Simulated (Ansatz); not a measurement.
Runs of Ansatz 0.2.0 on GdO. Symmetry: F-43m, No. 216, cubic system. The conventional cell has a = 5.400 Å, b = 5.400 Å, c = 5.400 Å, α = 90.00°, β = 90.00°, γ = 90.00°. Gd (site symmetry -43m) has 4 O at 2.34 Å as nearest neighbours. O (site symmetry -43m) is surrounded by 4 Gd at 2.34 Å. The cell comes from a database or a generator and needn't be the stable form of this composition.

| task | level | spin | cell | k mesh | cutoff (eV) | points for each segment of the path | mesh quality | gap on the mesh (eV) | pressure (GPa) | moment (μB) | relaxed volume (Å³/atom) |
| --- | --- | --- | --- | --- | --- | --- | --- | --- | --- | --- | --- |
| band structure | HSE03 | collinear, ferromagnetic start | as given | 5 × 5 × 5 | 420 | 4 | coarse | none | -2.2 | 7.98 | - |
| single point | r2SCAN50 | collinear, ferromagnetic start | as given | 5 × 5 × 5 | 500 | - | not flagged | (a) | -3.4 | 8.00 | - |
| single point | HF | collinear, ferromagnetic start | as given | 5 × 5 × 5 | 420 | - | not flagged | 6.14 | 4.5 | 8.00 | - |
| relaxation of cell and atoms | HSE03 | collinear, ferromagnetic start | relaxed | 5 × 5 × 5 | 420 | - | coarse | none | 0.0 | 7.98 | 19.28 |
| single point | r2SCANh | collinear, ferromagnetic start | as given | 5 × 5 × 5 | 500 | - | coarse | none | -2.5 | 7.98 | - |
| relaxation of cell and atoms | HSEsol | collinear, ferromagnetic start | relaxed | 5 × 5 × 5 | 420 | - | coarse | none | 0.0 | 7.98 | (b) |
| band structure | HSEsol | collinear, ferromagnetic start | as given | 5 × 5 × 5 | 420 | 4 | coarse | none | -4.9 | 7.98 | - |
| single point | HSE06 | non-collinear, ferromagnetic start, SOC | as given | 4 × 4 × 4 | 420 | - | coarse | none | (c) | - | - |

Alike in all rows: potentials or basis Ansatz PAW; smearing fermi-dirac 0.05 eV.

Question: Estimate the missing entries.

Answer: (a) 1.93; (b) 18.79; (c) -2.3.

Caveats: some runs use coarse meshes; the magnetic or orbital state may not be the lowest; the PAW data sets come from PBE, with cores solved anew for the run's functional, which leaves a small shift of forces and pressure; spin-orbit coupling is left out, which moves the levels of the heavy elements (some runs); a cell with one magnetic atom can't hold antiferromagnetic order, which such compounds often take (some runs); the thresholds are loose for stress (some runs); odd divisions of the mesh miss points on the zone boundary, where band edges often lie, so the gap on the mesh can be too wide (some runs); the plane-wave basis is chosen anew once the cell has moved, so the energies of steps on either side of that aren't comparable (some runs).

A k mesh can miss the band edges, and rows without SOC leave out spin-orbit coupling on Gd.

A gap of «none» marks a metal or a gap under the smearing width.
